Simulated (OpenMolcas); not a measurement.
# Fe²⁺ among point charges: CASSCF levels and susceptibility

How does a field of 6 point charges split the states of Fe²⁺, and what χT follows?

The numbers are computed with OpenMolcas 26.06 (state-averaged CASSCF, spin-orbit coupling by RASSI with atomic mean-field integrals), except any that are marked as measured or tabulated.

1 further run of the same task is left out (it didn't finish).

## Step 1: Starting point

```
Species                           : Fe²⁺ (iron, Z = 26, 24 electrons)
Basis                             : ANO-RCC-VTZP [6s5p3d2f1g], 59 functions
Scalar Hamiltonian                : DKH2, point nucleus
Inactive shells                   : 1s 2s 2p 3s 3p
Active space                      : 6 electrons in 5 orbitals (3d)
Some configurations of this space : 3d6
Orbitals                          : optimised for each spin and parity, averaged over all roots
```

The outer shells:

3d6
```
3d [↑↓][↑ ][↑ ][↑ ][↑ ]
```

The ion sits among 6 point charges of -1.76 e arranged as a trigonal prism (D3h), 1.92 Å from the ion, with a polar angle of 53.5° against the regular 49.1°. The active orbitals were held to one l.

Each step is its own input file, run in one work folder so that later steps find the files of earlier ones. Labels, J, g values, rates, χT and fits are worked out afterwards by a script from the matrices that RASSI stores.

## Step 2: GATEWAY and SEWARD: basis and integrals

Input file a.inp:

```
&GATEWAY
Coord
1

Fe 0.0 0.0 0.0
Basis=ANO-RCC-VTZP
Group=NoSym
NoMove
AngMom=0.0 0.0 0.0
AMFI
XField
6 Angstrom 0
1.543784 0.000000 1.141548 -1.760000
-0.771892 1.336956 1.141548 -1.760000
-0.771892 -1.336956 1.141548 -1.760000
1.543784 0.000000 -1.141548 -1.760000
-0.771892 1.336956 -1.141548 -1.760000
-0.771892 -1.336956 -1.141548 -1.760000
&SEWARD
```

The run is started by

```
$ OMP_NUM_THREADS=1 MOLCAS_MEM=1689 MOLCAS_PROJECT=a pymolcas a.inp > a.log
```

## Step 3: Reference wave functions, quintets, 5 roots

Input file a.inp:

```
&RASSCF
FileOrb=start.orb
Symmetry=1
Spin=5
nActEl=6 0 0
Inactive=9
Ras2=5
CIRoot=5 5 1
SDav=5
CIMx=300
Iter=120 100
PrWF=0.3
OrbListing=Nothing
MaxOrb=0
SupSym
1
15 10 11 12 13 14 27 28 29 30 31 32 33 34 35 36
>>> COPY $Project.JobIph JOB001
```

start.orb holds the contracted functions of the basis, ordered by shell, or the orbitals of the step before.

## Step 4: Reference wave functions, triplets, 45 roots

Input file a.inp:

```
&RASSCF
FileOrb=start.orb
Symmetry=1
Spin=3
nActEl=6 0 0
Inactive=9
Ras2=5
CIRoot=45 45 1
SDav=45
CIMx=300
Iter=120 100
PrWF=0.3
OrbListing=Nothing
MaxOrb=0
SupSym
1
15 10 11 12 13 14 27 28 29 30 31 32 33 34 35 36
>>> COPY $Project.JobIph JOB002
```

## Step 5: CASSCF: singlets, 50 roots

Input file a.inp:

```
&RASSCF
FileOrb=start.orb
Symmetry=1
Spin=1
nActEl=6 0 0
Inactive=9
Ras2=5
CIRoot=50 50 1
SDav=50
CIMx=300
Iter=120 100
PrWF=0.3
OrbListing=Nothing
MaxOrb=0
SupSym
1
15 10 11 12 13 14 27 28 29 30 31 32 33 34 35 36
>>> COPY $Project.JobIph JOB003
```

## Step 6: RASSI: spin-orbit coupling between the states

Input file a.inp:

```
&RASSI
NrOfJobIphs=3 5 45 50
1 2 3 4 5
1 2 3 4 5 6 7 8 9 10 11 12 13 14 15 16 17 18 19 20 21 22 23 24 25 26 27
28 29 30 31 32 33 34 35 36 37 38 39 40 41 42 43 44 45
1 2 3 4 5 6 7 8 9 10 11 12 13 14 15 16 17 18 19 20 21 22 23 24 25 26 27
28 29 30 31 32 33 34 35 36 37 38 39 40 41 42 43 44 45 46 47 48 49 50
IphNames
JOB001
JOB002
JOB003
EJob
SpinOrbit
DIPRint=1.0
SOCoupling=1000.0
Subsets=2
Property=9
'ANGMOM' 1 'ANGMOM' 2 'ANGMOM' 3 'MLTPL  1' 1 'MLTPL  1' 2 'MLTPL  1' 3
'AMFI' 1 'AMFI' 2 'AMFI' 3
SOProperty=3
'ANGMOM' 1 'ANGMOM' 2 'ANGMOM' 3
```

Before running it: what results should come out? Wanted: spin-free ground state; first state of the same spin within the active space; lowest level; next level.

As calculated:

```
                                            quantity                            value
                                              method                           CASSCF
                              spin-free ground state  5A1, 1-fold in its orbital part
first state of the same spin within the active space                  5E at 1330 cm⁻¹
                                        lowest level                        1-fold A1
                                          next level                         9.1 cm⁻¹
                                         χT at 300 K                   3.38 cm³ K/mol
                           effective moment at 300 K                          5.20 μB
```

The spin-free ground state (5A1) comes to 100 % from free-ion D terms and keeps the highest spin of the shell. χT at 300 K is 3.38, against 3.01 cm³ K/mol for the spin alone, so orbital moment adds to it. An active space of the d shell alone favours high spin; real ions in strong fields can be low spin. The field of point charges can differ much from that of real complexes. With metal d orbitals alone active, the gaps between spin states are rough; where two lie within a few thousand cm-1, their order is open. Point charges carry no covalency, so the field is a model and not that of real ligands.
